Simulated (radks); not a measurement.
# The first electron to leave Tb

The task here is to estimate one member of a computed series from the others.

The numbers are computed with radks (a radial shooting solver on a logarithmic mesh, Libxc functionals) version 1 (scalar-relativistic Kohn-Sham, LDA (Slater exchange, Perdew-Wang correlation), spin-polarised, spherical densities, finite nucleus; open shells are filled with parallel spins first), except any that are marked as measured or tabulated.

5 further runs of the same task are left out: 1 that didn't finish, 4 set aside as unsound or not needed.

### The atom as given

| Item | Value |
| --- | --- |
| element | terbium (Z = 65) |
| charge | 0 |
| electrons | 65 |
| configuration | [Xe] 4f9 6s2 |
| nuclear rms radius | 5.06 fm |

Outer shells as boxes (Hund's rule):

Tb
```
[Xe] core
4f [↑↓][↑↓][↑ ][↑ ][↑ ][↑ ][↑ ]
6s [↑↓]
```

Set-up of the first run:

Settings of this run:

```text
Z 65
configuration [Xe] 4f9 6s2
relativity scalar-relativistic
functional lda,pw
spin polarised
nucleus finite rms 5.06 fm
c 137.035999084
```

Steps of the session up to this table: The parent, Tb.

One of the session's tables, all rows but one given; the rest of the session is left out.

It belongs to the step «The parent, Tb». From the orbitals of this run (lengths in bohr):

| level | <r> | outermost maximum (interpolated) | 90 % within | nodes |
| --- | --- | --- | --- | --- |
| 5s up | 1.320 | 1.18 | 1.91 | 4 |
| 5s down | 1.335 | 1.19 | 1.93 | 4 |
| 5p up | ? | ? | ? | ? |
| 5p down | 1.592 | 1.36 | 2.36 | 3 |
| 4f up | 0.8878 | 0.554 | 1.55 | 0 |
| 6s up | 4.070 | 3.42 | 6.05 | 5 |
| 6s down | 4.153 | 3.49 | 6.17 | 5 |
| 4f down | 0.9664 | 0.557 | 1.73 | 0 |

Q: Estimate the row for 5p up from the others.

**Answer.** <r>: 1.564; outermost maximum (interpolated): 1.34; 90 % within: 2.31; nodes: 3. In the column «<r>» it lies between 5s down (1.335) and 5p down (1.592).

Caveats from the session: Open shells are spherical and high-spin; term and fine-structure splittings are not resolved.
